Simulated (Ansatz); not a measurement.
# CH3NSTe: the cost of one run

All numbers below are computed with Ansatz 0.2.0 (UKS PBE-D4/def2-SVP).

## 1. Starting point

Bond lengths: N1–C2 1.344 Å, C2–S3 1.794 Å, C2–Te4 2.065 Å, N1–H5 0.988 Å, S3–H6 1.421 Å, Te4–H7 1.715 Å. Angles: N1–C2–S3 121.5°, N1–C2–Te4 118.5°, S3–C2–Te4 120.0°, C2–N1–H5 119.1°, C2–S3–H6 92.5°, C2–Te4–H7 91.8°.

Coordinates:

```xyz
7

N     1.2647   -0.8785    0.0697
C    -0.0059   -0.4494    0.1588
S    -0.5767    0.5055    1.5660
Te   -1.3137   -0.9193   -1.3689
H     1.9107   -0.6162    0.7694
H    -0.2435    1.7386    0.9424
H    -0.9743    0.5513   -2.1831
```

## 2. End point A

input.yaml reads:

```yaml
crystal:
  periodic: [false, false, false]
  atoms:
    - { symbol: "N", position_ang: [1.2647, -0.8785, 0.0697] }
    - { symbol: C, position_ang: [-0.0059, -0.4494, 0.1588] }
    - { symbol: S, position_ang: [-0.5767, 0.5055, 1.566] }
    - { symbol: Te, position_ang: [-1.3137, -0.9193, -1.3689] }
    - { symbol: H, position_ang: [1.9107, -0.6162, 0.7694] }
    - { symbol: H, position_ang: [-0.2435, 1.7386, 0.9424] }
    - { symbol: H, position_ang: [-0.9743, 0.5513, -2.1831] }
magnetization:
  spin_polarized: true
basis:
  gaussian: { orbitals: def2-SVP }
hamiltonian:
  xc: pbe
  dispersion: d4
relax:
  f_tol: 0.02
  max_steps: 50
output:
  orbitals: {}
```

Command:

```
$ ansatz run input.yaml --threads 2 --pin off --max-ram 3072MiB --backend cpu --events-out ev --progress --plain --runs-dir out
```

Q: Estimate wall time and peak memory on 2 threads of AMD EPYC 9R14 (Zen 4), shared host.

About 30 s, with a peak of 0.2 GiB.
